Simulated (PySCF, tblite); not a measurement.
# C4H7NSi: vibronic structure

Aim: compute the vibronic structure of C4H7NSi (`NC1=CC=C[SiH2]1`).

Computed with tblite 0.8.0 and PySCF 2.14.0 and routines of our own; the level stands in each step. Atoms count from 0.

### 1 The starting structure

13 atoms, charge 0, multiplicity 1; geometry from: force field or distance geometry start.

### 2 Geometry optimisation with GFN2-xTB

The job: settings as JSON, then the geometry in Å.

```
{"job": {"kind": "relax", "xc": "GFN2-xTB", "basis": "xTB"}, "charge": 0, "multiplicity": 1}
N      2.087900    -0.035500    -0.649300
C      0.758800    -0.114100    -0.316800
C     -0.126200    -1.070600    -0.636200
C     -1.486000    -0.888000    -0.132700
C     -1.691400     0.195400     0.639800
Si    -0.131300     1.216500     0.807600
H      2.497300    -0.746500    -1.233700
H      2.655900     0.745700    -0.323800
H      0.108600    -1.927200    -1.255300
H     -2.261400    -1.621400    -0.348300
H     -2.618000     0.493400     1.098600
H     -0.209400     2.530800     0.129400
H      0.410900     1.222000     2.203100
```

Started as:

```console
$ OMP_NUM_THREADS=1 python excited_run.py task.json out
```

This one command runs all jobs of the session in turn.

The program printed:

```text
step      E/eV     max force
  0    -454.66687    1.440
  1    -454.70603    0.775
  2    -454.73138    0.420
  3    -454.74838    0.345
  4    -454.75526    0.221
  5    -454.76082    0.176
  6    -454.76470    0.198
  7    -454.76968    0.197
  8    -454.77347    0.170
  9    -454.77595    0.107
 10    -454.77727    0.090
 11    -454.77818    0.081
 12    -454.77896    0.082
 13    -454.77947    0.050
 14    -454.77969    0.046
 15    -454.77981    0.037
 16    -454.77992    0.033
 17    -454.78005    0.028
 18    -454.78013    0.021
 19    -454.78017    0.015
 20    -454.78019    0.014
 21    -454.78023    0.017
 22    -454.78028    0.024
 23    -454.78037    0.032
 24    -454.78051    0.047
 25    -454.78078    0.077
 26    -454.78114    0.171
 27    -454.78193    0.122
 28    -454.78636    0.153
 29    -454.78139    0.373
 30    -454.78783    0.246
 31    -454.79016    0.086
 32    -454.79155    0.072
 33    -454.79217    0.073
 34    -454.79263    0.074
 35    -454.79365    0.066
 36    -454.79411    0.074
 37    -454.79506    0.103
 38    -454.79591    0.107
 39    -454.79677    0.081
 40    -454.79727    0.055
 41    -454.79750    0.030
 42    -454.79759    0.025
 43    -454.79767    0.022
 44    -454.79776    0.028
 45    -454.79783    0.024
 46    -454.79788    0.017
 47    -454.79793    0.017
 48    -454.79797    0.018
 49    -454.79802    0.017
 50    -454.79806    0.018
 51    -454.79809    0.016
 52    -454.79813    0.016
 53    -454.79818    0.021
 54    -454.79822    0.016
 55    -454.79825    0.014
 56    -454.79826    0.013
 57    -454.79828    0.014
 58    -454.79831    0.020
 59    -454.79836    0.028
 60    -454.79841    0.026
 61    -454.79844    0.016
 62    -454.79845    0.009
```

Wall time 0.33 s (1 thread of Arm Neoverse V1, shared host); peak memory 0.17 GiB.

Along the way: (not every step is listed)

```csv
step,energy from step 0 (eV),largest force (eV/Å)
0,0.0000,1.4401
1,-0.0392,0.7752
2,-0.0645,0.4202
3,-0.0815,0.3454
4,-0.0884,0.2206
5,-0.0940,0.1761
6,-0.0978,0.1985
7,-0.1028,0.1972
8,-0.1066,0.1699
12,-0.1121,0.0816
16,-0.1130,0.0325
20,-0.1133,0.0142
24,-0.1136,0.0474
28,-0.1195,0.1525
32,-0.1247,0.0724
36,-0.1272,0.0745
40,-0.1304,0.0551
44,-0.1309,0.0276
48,-0.1311,0.0181
52,-0.1313,0.0162
56,-0.1314,0.0130
57,-0.1314,0.0136
58,-0.1314,0.0203
59,-0.1315,0.0283
60,-0.1315,0.0263
61,-0.1316,0.0163
62,-0.1316,0.0085
```

Close pairs (by a distance rule), those that changed most:

```csv
bond,before (Å),after (Å),change (Å)
C1–Si5,1.956,1.906,-0.050
Si5–H12,1.497,1.464,-0.033
C2–C3,1.461,1.443,-0.019
N0–H7,1.019,1.006,-0.013
Si5–H11,1.481,1.468,-0.013
C1–C2,1.342,1.351,+0.009
C3–H9,1.089,1.082,-0.007
N0–H6,1.007,1.010,+0.002
```

The final coordinates are the input of the step that follows.

### 3 Vibrational analysis with GFN2-xTB

The job: settings as JSON, then the geometry in Å.

```
{"job": {"kind": "ir", "xc": "GFN2-xTB", "basis": "xTB"}, "charge": 0, "multiplicity": 1}
N      2.108672    -0.113797    -0.532990
C      0.767928    -0.093393    -0.241740
C     -0.113354    -1.050515    -0.606350
C     -1.461441    -0.872713    -0.124309
C     -1.714572     0.212351     0.630072
Si    -0.135269     1.195161     0.833412
H      2.405797    -0.735747    -1.270885
H      2.597683     0.764631    -0.501854
H      0.143894    -1.903897    -1.218432
H     -2.214683    -1.603431    -0.388581
H     -2.691849     0.424305     1.029562
H     -0.119206     2.513856     0.189060
H      0.422012     1.263675     2.185307
```

The program printed:

```text
mode    cm-1     km/mol
  1     174.8      0.56
  2     284.6      5.51
  3     300.3      3.36
  4     350.1      6.05
  5     423.0     48.52
  6     437.2     15.32
  7     508.2     38.00
  8     526.3    301.55
  9     558.9      3.03
 10     607.4    154.77
 11     616.9      2.37
 12     691.5     31.07
 13     726.5     51.49
 14     772.9    230.73
 15     815.2     11.26
 16     830.2     63.70
 17     904.5      0.96
 18    1016.2      6.75
 19    1075.4     15.73
 20    1114.8      6.51
 21    1256.5      5.33
 22    1304.8     62.17
 23    1337.7      7.13
 24    1495.7      8.55
 25    1528.6    276.14
 26    1619.8    114.48
 27    2213.0    397.21
 28    2247.8    315.96
 29    3044.2     35.84
 30    3058.0    116.70
 31    3097.3     49.75
 32    3422.3      1.38
 33    3500.6      1.57
```

Run time: 0.34 s. Hardware: 1 thread of Arm Neoverse V1, shared host; peak memory 0.17 GiB.

The strongest bands and the atoms that carry them (share of the mass-weighted mode):

```csv
cm⁻¹,km/mol,atoms
526,301.6,"H6 43 %, H11 15 %, N0 13 %, H7 11 %"
607,154.8,"H11 37 %, H12 22 %, Si5 13 %"
773,230.7,"H11 43 %, H12 41 %"
1529,276.1,"C3 38 %, C4 28 %, C1 13 %"
1620,114.5,"C1 39 %, C2 28 %, C3 14 %"
2213,397.2,H11 96 %
2248,316.0,H12 96 %
3058,116.7,"H8 70 %, H9 21 %"
```

### 4 Vibronic structure: TDDFT PBE/cc-pVDZ

The job, as its differences from that of step 3:

```diff
@@ -1,2 +1,2 @@
-{"job": {"kind": "ir", "xc": "GFN2-xTB", "basis": "xTB"}, "charge": 0, "multiplicity": 1}
+{"job": {"kind": "vib", "xc": "PBE", "basis": "cc-pVDZ", "tda": false}, "charge": 0, "multiplicity": 1}
 N      2.108672    -0.113797    -0.532990
```

With the program's defaults for keys left out, this is: TDDFT PBE/cc-pVDZ vertical-gradient vibronic structure (displaced harmonic oscillators, Condon), gas phase.

The program printed:

```text
final grid: 49560 points
cycle   1  E = -500.3164019670  dE =  7.632e-01  |g| = 5.977e-01  |ddm| = 7.431e+00
cycle   2  E = -500.0765665312  dE =  2.398e-01  |g| = 1.038e+00  |ddm| = 3.077e+00
cycle   3  E = -500.3878941943  dE = -3.113e-01  |g| = 3.264e-01  |ddm| = 2.127e+00
cycle   4  E = -500.4198965372  dE = -3.200e-02  |g| = 6.014e-02  |ddm| = 5.864e-01
cycle   5  E = -500.4209514408  dE = -1.055e-03  |g| = 1.681e-02  |ddm| = 1.513e-01
cycle   6  E = -500.4210046327  dE = -5.319e-05  |g| = 1.443e-02  |ddm| = 5.318e-02
cycle   7  E = -500.4210643258  dE = -5.969e-05  |g| = 1.861e-03  |ddm| = 2.143e-02
cycle   8  E = -500.4210651604  dE = -8.346e-07  |g| = 5.829e-04  |ddm| = 4.216e-03
cycle   9  E = -500.4210652505  dE = -9.011e-08  |g| = 2.127e-04  |ddm| = 1.313e-03
cycle  10  E = -500.4210652612  dE = -1.075e-08  |g| = 6.028e-05  |ddm| = 3.977e-04
cycle  11  E = -500.4210652621  dE = -8.340e-10  |g| = 1.944e-05  |ddm| = 1.310e-04
converged SCF energy = -500.4210652621

Singlet excitations (eV, f): 3.499 (0.0926)  4.213 (0.0004)  5.080 (0.0009)  5.494 (0.0003)  5.667 (0.0004)  5.713 (0.0153)

State S1  3.4993 eV  f = 0.09256  H->L 0.97
  relaxed dipole 3.361 D, largest gradient of the excitation energy 0.0592 Eh/bohr
  mode    cm-1        S   lambda/meV  Raman
    6    437.2    3.1480     170.7   0.429
   25   1528.6    0.6010     113.9   1.000
   16    830.2    0.4401      45.3   0.216
   14    772.9    0.4491      43.0   0.191
   22   1304.8    0.1573      25.5   0.191
   24   1495.7    0.1029      19.1   0.164
   12    691.5    0.2203      18.9   0.075
    5    423.0    0.2263      11.9   0.029
   11    616.9    0.1184       9.1   0.032
   28   2247.8    0.0284       7.9   0.102
   23   1337.7    0.0326       5.4   0.042
   26   1619.8    0.0245       4.9   0.046
  reorganisation energy 0.5084 eV, total S 6.038, 0-0 2.9910 eV
  absorption maximum 3.445 eV, width 0.578 eV

State S6  5.7131 eV  f = 0.01530  H-1->L 0.54, H->L+4 0.40
  relaxed dipole 1.597 D, largest gradient of the excitation energy 0.0602 Eh/bohr
  mode    cm-1        S   lambda/meV  Raman
   25   1528.6    0.5255      99.6   1.000
   22   1304.8    0.3260      52.7   0.452
    9    558.9    0.6464      44.8   0.164
   18   1016.2    0.3232      40.7   0.272
    6    437.2    0.5183      28.1   0.081
   23   1337.7    0.1634      27.1   0.238
   10    607.4    0.2724      20.5   0.082
   24   1495.7    0.0955      17.7   0.174
    7    508.2    0.1230       7.8   0.026
   14    772.9    0.0760       7.3   0.037
    3    300.3    0.1331       5.0   0.010
   19   1075.4    0.0359       4.8   0.034
  reorganisation energy 0.3737 eV, total S 3.410, 0-0 5.3394 eV
  absorption maximum 5.591 eV, width 0.546 eV

State T1  2.1979 eV  f = 0.00000  H->L 0.99
  relaxed dipole 2.913 D, largest gradient of the excitation energy 0.0728 Eh/bohr
  mode    cm-1        S   lambda/meV  Raman
   25   1528.6    1.0585     200.6   1.000
    6    437.2    1.9906     107.9   0.154
   22   1304.8    0.3097      50.1   0.213
   24   1495.7    0.1711      31.7   0.155
   16    830.2    0.2314      23.8   0.064
   14    772.9    0.1261      12.1   0.030
   19   1075.4    0.0824      11.0   0.039
   11    616.9    0.1303      10.0   0.020
   10    607.4    0.1284       9.7   0.019
    5    423.0    0.1731       9.1   0.013
    3    300.3    0.2042       7.6   0.007
   26   1619.8    0.0350       7.0   0.037
  reorganisation energy 0.5003 eV, total S 4.840, 0-0 1.6976 eV
  absorption maximum 2.182 eV, width 0.640 eV
```

Run time: 20 s. Hardware: 1 thread of Arm Neoverse V1, shared host; peak memory 0.58 GiB.

### 5 Vibronic structure (C4H7NSi radical): X3LYP/cc-pVDZ

The job, as its differences from that of step 4:

```diff
@@ -1,2 +1,2 @@
-{"job": {"kind": "vib", "xc": "PBE", "basis": "cc-pVDZ", "tda": false}, "charge": 0, "multiplicity": 1}
+{"job": {"kind": "vib", "xc": "X3LYP", "basis": "cc-pVDZ", "tda": false, "nstates": 4, "scf": {"max_cycle": 74}, "maxiter": 30}, "charge": 0, "multiplicity": 2}
 N      2.108672    -0.113797    -0.532990
```

Level: X3LYP/cc-pVDZ.

The program printed:

```text
RuntimeError: Electron number 52 and spin 1 are not consistent
Note mol.spin = 2S = Nalpha - Nbeta, not 2S+1
```

Hardware: 1 thread of Arm Neoverse V1, shared host.

Why it failed: Charge and multiplicity don't fit the number of electrons: an even count needs an odd multiplicity, and the reverse. The remedy is to mend the charge or the multiplicity.

### 6 Results

| quantity | value |
| --- | --- |
| strongest single infrared mode (GFN2-xTB) | 2213 cm⁻¹, 397 km/mol |
| zero-point energy (GFN2-xTB) | 59.8 kcal/mol |
| S1: vertical, reorganisation, 0-0, total S (step 4, TDDFT PBE/cc-pVDZ, modes from GFN2-xTB) | 3.50, 0.51, 2.99 eV; 6.0 |
| S6: vertical, reorganisation, 0-0, total S (step 4, TDDFT PBE/cc-pVDZ, modes from GFN2-xTB) | 5.71, 0.37, 5.34 eV; 3.4 |
| T1: vertical, reorganisation, 0-0, total S (step 4, TDA PBE/cc-pVDZ, modes from GFN2-xTB) | 2.20, 0.50, 1.70 eV; 4.8 |
| runs | 1 failed, 0 ended on unsound input |

All 33 modes are real, so the xTB geometry is a minimum. The strongest single mode, at 2213 cm⁻¹, moves mainly H11. Unscaled tight-binding wavenumbers are off by several per cent, some by more. Its intensities can rank the bands wrongly. Some states lie very close; unless symmetry makes them partners, their order is unsure. The vibronic model keeps the ground-state modes (from xTB) and shifts them along the gradient alone, so it can miss much of the relaxation that a full optimisation finds.
